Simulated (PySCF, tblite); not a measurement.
# C₈H₁₁PSi: geometry, infrared bands and NMR shifts

What infrared bands and NMR shifts should C₈H₁₁PSi (`[SiH3]c1ccpc(C2CC2)c1`) show?

The runs use tblite 0.8.0 and PySCF 2.14.0, with density-fitted response routines of our own; the level of theory stands in each step. All values are computed, except where a source is named. Atoms are numbered from 0 throughout.

## (1) The starting structure

21 atoms, charge 0, multiplicity 1; geometry from: force field or distance geometry start.

Bonds of the start (Å): Si0–C1 1.90, C1–C2 1.42, C2–C3 1.39, C3–P4 1.83, P4–C5 1.86, C5–C6 1.50, C6–C7 1.50, C7–C8 1.49, C5–C9 1.41, C9–C1 1.42, C8–C6 1.51, Si0–H10 1.48, Si0–H11 1.49, Si0–H12 1.47, C2–H13 1.09, C3–H14 1.08, C6–H15 1.11, C7–H16 1.09, C7–H17 1.09, C8–H18 1.09, C8–H19 1.08, C9–H20 1.10.

## (2) Optimising the geometry with GFN2-xTB

What the job is given:

```
{"job": {"kind": "relax", "xc": "GFN2-xTB", "basis": "xTB"}, "charge": 0, "multiplicity": 1}
Si     3.187700     1.078400    -0.255000
C      1.742300    -0.148800    -0.188900
C      1.978600    -1.495700    -0.573900
C      1.015400    -2.500000    -0.569100
P     -0.694900    -2.303400     0.060300
C     -0.708300    -0.470100     0.375000
C     -2.014100     0.093100     0.859800
C     -3.208300     0.144300    -0.052800
C     -2.525600     1.408700     0.337500
C      0.470100     0.294200     0.267700
H      3.858200     1.124700     1.062000
H      2.650700     2.429000    -0.579800
H      4.144800     0.655900    -1.284900
H      2.967100    -1.776500    -0.938900
H      1.289500    -3.494400    -0.895200
H     -2.235400    -0.109700     1.924000
H     -3.102100    -0.195300    -1.078200
H     -4.187500    -0.080600     0.372600
H     -3.041300     2.071300     1.038400
H     -1.967500     1.935500    -0.426400
H      0.371700     1.356200     0.545200
```

On the command line:

```bash
$ OMP_NUM_THREADS=1 python probes_run.py task.json out
```

The driver reads the jobs from task.json and runs them one after another.

**Question.** This job is followed by: GFN2-xTB harmonic vibrations, gas phase; GIAO PBE0/pcSseg-1 NMR shielding, non-relativistic, gas phase. Predict these results of the whole session: strongest single infrared mode (GFN2-xTB); zero-point energy (GFN2-xTB); 13C shifts against TMS (PBE0/pcSseg-1, means over atoms taken as alike); 1H shifts against TMS (PBE0/pcSseg-1, means over atoms taken as alike); 29Si shifts against TMS (PBE0/pcSseg-1); 31P shifts against H3PO4 (PBE0/pcSseg-1).

The runs gave:

```
                                                               quantity                                              value
                              strongest single infrared mode (GFN2-xTB)                               785 cm⁻¹, 489 km/mol
                                           zero-point energy (GFN2-xTB)                                      98.3 kcal/mol
13C shifts against TMS (PBE0/pcSseg-1, means over atoms taken as alike)  190.0, 164.2, 143.2, 141.9, 136.0, 25.7, 23.4 ppm
 1H shifts against TMS (PBE0/pcSseg-1, means over atoms taken as alike)       9.13, 8.16, 8.11, 4.62, 1.97, 1.46, 1.02 ppm
                                29Si shifts against TMS (PBE0/pcSseg-1)                                          -65.5 ppm
                               31P shifts against H3PO4 (PBE0/pcSseg-1)                                          215.8 ppm
```

In words: Over 158 steps the energy fell by 0.563 eV; of the close pairs, P4–C5 changed most, 1.860 to 1.753 Å. All 57 modes are real, so the xTB geometry is a minimum. GFN2-xTB is a fitted tight-binding method: band positions and strengths are rough. Its intensities can rank the bands wrongly. At PBE0/pcSseg-1: The largest span, 728 ppm, is at P4, where the paramagnetic term is -867 ppm. NICS(1)zz of -24 ppm above the planar ring from C1 marks a diatropic (aromatic) ring current.
